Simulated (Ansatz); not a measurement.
**CH3BGeO: how energies converge with the basis set**

How large a basis does CH3BGeO need? Two functionals are run in growing sets.

Program: Ansatz 0.2.0, Gaussian basis. Level of theory: one geometry, several basis sets. These are calculated values, not measurements.

Plan: PBE0-D4/def2-SVP; ωB97M-V/def2-SVP; PBE0-D4/def2-QZVPP; ωB97M-V/def2-QZVPP; the functionals' def2-TZVPP values are taken from earlier runs.

### 1 Structure used throughout

The geometry comes from an earlier relaxation with PBE0-D4 in a triple-zeta def2 set; it is a stationary point, not always the lowest conformer.

7 atoms, charge 0, spin multiplicity 1.

Atoms are counted from 1 here; the program's logs count them from 0.

Bond lengths: O1–C2 1.144 Å, C2–B3 1.460 Å, B3–Ge4 1.900 Å, B3–H5 1.187 Å, Ge4–H6 1.532 Å, Ge4–H7 1.533 Å. Angles: O1–C2–B3 177.8°, C2–B3–Ge4 108.2°, C2–B3–H5 122.8°, Ge4–B3–H5 129.0°, B3–Ge4–H6 125.3°, B3–Ge4–H7 123.6°, H6–Ge4–H7 111.0°.

Geometry (Å):

```
O     0.1396   -2.5793    0.1781
C     0.4933   -1.4965    0.0705
B     0.8914   -0.0986   -0.0642
Ge   -0.6791    0.9706   -0.0304
H     2.0235    0.2400   -0.1724
H    -0.7142    2.4980   -0.1435
H    -2.0934    0.3979    0.1163
```

### 2 PBE0-D4 in def2-SVP

in.yaml

```yaml
crystal:
  periodic: [false, false, false]
  atoms:
    - {symbol: O, position_ang: [0.139627, -2.579298, 0.178128]}
    - {symbol: C, position_ang: [0.493323, -1.496478, 0.070473]}
    - {symbol: B, position_ang: [0.891414, -0.098579, -0.064220]}
    - {symbol: Ge, position_ang: [-0.679116, 0.970554, -0.030390]}
    - {symbol: H, position_ang: [2.023514, 0.239966, -0.172418]}
    - {symbol: H, position_ang: [-0.714163, 2.498021, -0.143535]}
    - {symbol: H, position_ang: [-2.093399, 0.397913, 0.116263]}
basis:
  gaussian: {orbitals: def2-SVP}
hamiltonian: {xc: pbe0, dispersion: d4}
output: {orbitals: {seedname: orbitals}}
```

The run is started by

```console
$ ansatz run in.yaml --threads 2 --pin off --events-out ev --progress --plain --max-ram 4352MiB
```

The runs that follow: ωB97M-V in def2-SVP; PBE0-D4 in def2-QZVPP; ωB97M-V in def2-QZVPP.

**Question.** What will the summary of the whole plan be? Wanted: PBE0-D4: double and triple zeta above quadruple; ωB97M-V: double and triple zeta above quadruple.

The runs gave:

```
                                       quantity           value
PBE0-D4: double and triple zeta above quadruple  12.91, 1.43 eV
ωB97M-V: double and triple zeta above quadruple  13.00, 1.38 eV
```

**Reading.** For PBE0-D4 the step from double to triple zeta gains 11.48 eV and the next only 1.43 eV. Total energies overstate the basis error of differences, where much of it tends to cancel.
